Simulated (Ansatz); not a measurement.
What does this script print? It uses Ansatz 0.2.0 through its Python package.

`bfh3n.py`
```python
import ansatz as az

FIRST = [
    ("N", (-0.6786, 0.2052, -0.4558)),
    ("B", (0.3654, -0.0857, 0.5305)),
    ("F", (0.1563, 0.231, 1.916)),
    ("H", (-0.9133, -0.6322, -0.9464)),
    ("H", (-0.2987, 0.8628, -1.2098)),
    ("H", (1.3689, -0.5809, 0.1655)),
]
SECOND = [
    ("N", (-2.635, -2.6892, -1.2396)),
    ("B", (-2.6431, -2.7948, 0.222)),
    ("F", (-1.4903, -3.3, 0.9144)),
    ("H", (-2.8407, -1.7488, -1.5049)),
    ("H", (-3.4341, -3.2679, -1.6542)),
    ("H", (-3.6057, -2.4585, 0.81)),
]

def energy(atoms, ghosts=()):
    molecule = az.Crystal.molecule()
    for symbol, xyz in atoms:
        molecule = molecule.atom(symbol, xyz)
    calc = (
        molecule.calculation()
        .basis(gaussian="cc-pVDZ")
        .functional("hf")
    )
    deck = calc.input()
    if ghosts:
        deck = deck.set(az.key.basis.gaussian.ghost_atoms, [{"symbol": s, "position_ang": list(xyz)} for s, xyz in ghosts])
    return az.Session.from_dict(deck).plan().execute().report["free_energy_ev"]

both = energy(FIRST + SECOND)
alone = energy(FIRST) + energy(SECOND)
ghosted = energy(FIRST, SECOND) + energy(SECOND, FIRST)
print(f"dimer {both:.6f} eV")
print(f"interaction, uncorrected   {(both - alone):8.3f} eV")
print(f"interaction, counterpoise  {(both - ghosted):8.3f} eV")
print(f"basis-set superposition    {(alone - ghosted):8.3f} eV")
```

```console
$ python bfh3n.py
dimer -9817.103228 eV
interaction, uncorrected     -0.078 eV
interaction, counterpoise    -0.037 eV
basis-set superposition       0.041 eV
```

Uncorrected it is -0.078 eV, with the counterpoise correction -0.037 eV; the difference, 0.04 eV, is the superposition error.

What to keep in mind:
- Total energies depend on the basis set; only differences at equal settings carry meaning.
- The dimer is a generated trial pose of unrelaxed monomers, not a minimum, so the figure is no binding energy, and the basis set is small.
- Hartree-Fock leaves correlation out, so bond, atomisation and ionisation energies come out well too low.
- This level lacks the dispersion part of the attraction (electrostatics and induction are there), which can decide the sign where the interaction is weak.
- The whole script took 1.8 s on 1 thread of AMD EPYC 9R45 96-Core Processor (Zen 5) (shared host), peak memory 0.25 GiB.
